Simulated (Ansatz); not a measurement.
**Rubidium, simple cubic under LDA: from relaxation to bulk modulus**

The plan for rubidium in the simple cubic structure: relax it, solve it on a dense k-mesh, switch on spin-orbit coupling, then scale the cell to 7 volumes from 88 to 112 % of the relaxed one and try a fit of the equation of state. The k-meshes are 7×7×7 for the relaxation; 12×12×12 for the dense run; 7×7×7 for spin-orbit coupling; 8×8×8 for the volumes.

This is Rb in the simple cubic structure; at room conditions it is bcc.

Method: DFT LDA (PW92), plane waves (420 eV) with PAW, scalar-relativistic; PBE-made PAW files, in Ansatz 0.2.0.

**1. The structure to begin with**

The structure is cubic, space group Pm-3m (No. 221). The conventional cell has a = 4.548 Å, b = 4.548 Å, c = 4.548 Å, α = 90.00°, β = 90.00°, γ = 90.00°.

Structure file:

```xyz
1
Lattice="4.5480 0.0000 0.0000 0.0000 4.5480 0.0000 0.0000 0.0000 4.5480" Properties=species:S:1:pos:R:3 pbc="T T T"
Rb    0.0000    0.0000    0.0000
```

**2. Relaxing cell and atoms**

File input.yaml:

```yaml
crystal:
  lattice:
    - [4.5480067166, 0.0, 0.0]
    - [0.0, 4.5480067166, 0.0]
    - [0.0, 0.0, 4.5480067166]
  atoms:
    - { symbol: Rb, position: [0.0, 0.0, 0.0] }
hamiltonian:
  xc: lda
  pseudopotentials:
    kind: paw
    azcp:
      Rb: "pseudopotentials/Rb.paw.azcp"
basis:
  ecutwfc: 420
  fft_grid_basis: typed
kpoints:
  mp_grid: { grid: [7, 7, 7], shift: [0, 0, 0] }
magnetization:
  spin_polarized: false
scf:
  occupations: { method: fermi_dirac, width: 0.1 }
relax:
  max_steps: 60
  f_tol: 0.01
  cell: {}
output:
  write_density: true
  write_potential: true
  elf: true
  volumetric_format: npy
```

Started as:

```bash
$ ansatz run input.yaml --threads 2 --pin off --max-ram 5120MiB --backend cpu --events-out ev --progress --plain --runs-dir out
```

The runs that follow: Dense single point; Spin-orbit coupling switched on; At 88 % of the relaxed volume; At 92 % of the relaxed volume; At 96 % of the relaxed volume; At 100 % of the relaxed volume; At 104 % of the relaxed volume; At 108 % of the relaxed volume; At 112 % of the relaxed volume.

**Question.** What will these runs give? Wanted: space group; conventional cell; volume; shortest distance; gap on the mesh; relative to bcc; V₀, B₀, B₀′.

The runs gave:

| quantity | value |
| --- | --- |
| space group (spins left aside) | Pm-3m (No. 221) |
| conventional cell | a = 4.395 Å |
| volume | 84.881 Å³/atom |
| shortest distance | 4.395 Å |
| gap on the mesh | none (levels filled in part) |
| relative to bcc | +98 meV/atom |
| V₀, B₀, B₀′ | 84.200 Å³/atom, 2.8 GPa, 3.9 |

What this shows: From the guessed start the volume shrank by 9.8 % in 5 steps. It lies 98 meV/atom above the element's reference form at the same level (bcc, from a run of its own). Levels at the Fermi energy are filled in part, as in a metal. Totals with and without spin-orbit coupling (-0.50 eV/atom apart) can't be read as binding, since the two-component data shift the zero of energy. The fitted modulus is 2.8 GPa, a soft solid. The symmetry was held, so the structure may be unstable against distortions that break it.
